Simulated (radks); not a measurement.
# Polarisabilities and dispersion coefficients of Pt, Pt⁺, Pt²⁺ and others

Aim: static dipole polarisabilities and C6 coefficients, each species in its NIST ground configuration. After each ground state the linear response is solved; its values go to the run's result record, not to the log. Response by self-consistent Sternheimer equations with the Hartree and adiabatic LDA kernel, the relativistic mass of each level held fixed and spin-orbit coupling left out.

Method: scalar-relativistic Kohn-Sham, LB94 model potential, spin-polarised, spherical densities, finite nucleus; open shells are filled with parallel spins first. Code: radks (a radial shooting solver on a logarithmic mesh, Libxc functionals) version 1.

## (1) What is computed

| Property | Result |
| --- | --- |
| species | Pt ([Xe] 4f14 5d9 6s1), Pt⁺ ([Xe] 4f14 5d9), Pt²⁺ ([Xe] 4f14 5d8), Pt³⁺ ([Xe] 4f14 5d7), Pt⁴⁺ ([Xe] 4f14 5d6), Pt⁵⁺ ([Xe] 4f14 5d5), Pt⁶⁺ ([Xe] 4f14 5d4) |

LB94 adds a gradient term to the LDA potential that gives it a −1/r tail. It is a model potential with no energy functional, so Etot and Exc are not given.

## (2) Pt, [Xe] 4f14 5d9 6s1

Input:

```text
Z 78
configuration [Xe] 4f14 5d9 6s1
relativity scalar-relativistic
functional lda,pw
model_potential LB94
spin polarised
nucleus finite rms 5.427 fm
c 137.035999084
response adiabatic LDA kernel
```

## (3) Pt⁺, [Xe] 4f14 5d9

Changes since step 2:

```diff
@@ -1,3 +1,3 @@
 Z 78
-configuration [Xe] 4f14 5d9 6s1
+configuration [Xe] 4f14 5d9
 relativity scalar-relativistic
```

## (4) Pt²⁺, [Xe] 4f14 5d8

Changes since step 3:

```diff
@@ -1,3 +1,3 @@
 Z 78
-configuration [Xe] 4f14 5d9
+configuration [Xe] 4f14 5d8
 relativity scalar-relativistic
```

## (5) Pt³⁺, [Xe] 4f14 5d7

Changes since step 4:

```diff
@@ -1,3 +1,3 @@
 Z 78
-configuration [Xe] 4f14 5d8
+configuration [Xe] 4f14 5d7
 relativity scalar-relativistic
```

## (6) Pt⁴⁺, [Xe] 4f14 5d6

Changes since step 5:

```diff
@@ -1,3 +1,3 @@
 Z 78
-configuration [Xe] 4f14 5d7
+configuration [Xe] 4f14 5d6
 relativity scalar-relativistic
```

## (7) Pt⁵⁺, [Xe] 4f14 5d5

Changes since step 6:

```diff
@@ -1,3 +1,3 @@
 Z 78
-configuration [Xe] 4f14 5d6
+configuration [Xe] 4f14 5d5
 relativity scalar-relativistic
```

## (8) Pt⁶⁺, [Xe] 4f14 5d4

Changes since step 7:

```diff
@@ -1,3 +1,3 @@
 Z 78
-configuration [Xe] 4f14 5d5
+configuration [Xe] 4f14 5d4
 relativity scalar-relativistic
```

**Question.** What will these runs give? Wanted: for each run, species; −ε(HOMO); α; α uncoupled; C6; recommended α.

**Answer**, as computed:

```
species  −ε(HOMO) (eV)  α (bohr³)  α uncoupled (bohr³)  C6 (hartree bohr⁶)  recommended α (bohr³)
     Pt         10.722      30.89                58.34               283.2                     48
    Pt⁺         20.697      14.05                24.24               104.2                      -
   Pt²⁺         32.963      9.019                14.67               58.88                      -
   Pt³⁺         46.447      6.255                9.741               36.15                      -
   Pt⁴⁺         61.041      4.560                6.894               23.45                      -
   Pt⁵⁺         77.500      3.449                5.115               15.87                      -
   Pt⁶⁺         93.593      2.635                3.910               10.84                      -
```

What this shows: Uncoupled leaves out the potential induced by the response; C6 and C8 are for like pairs. Pt is the most polarisable and Pt⁶⁺ the least, a factor 11.7 apart. For the pair Pt–Pt⁶⁺ the Casimir-Polder integral gives C6 = 45.64, the rule 2·Ca·Cb/(Ca·αb/αa + Cb·αa/αb) on the like-pair values 40.60. Against the recommended values (Schwerdtfeger and Nagle, 2023 table) the misses are Pt -36 %. For heavy and open-shell atoms this level can miss by tens of per cent.
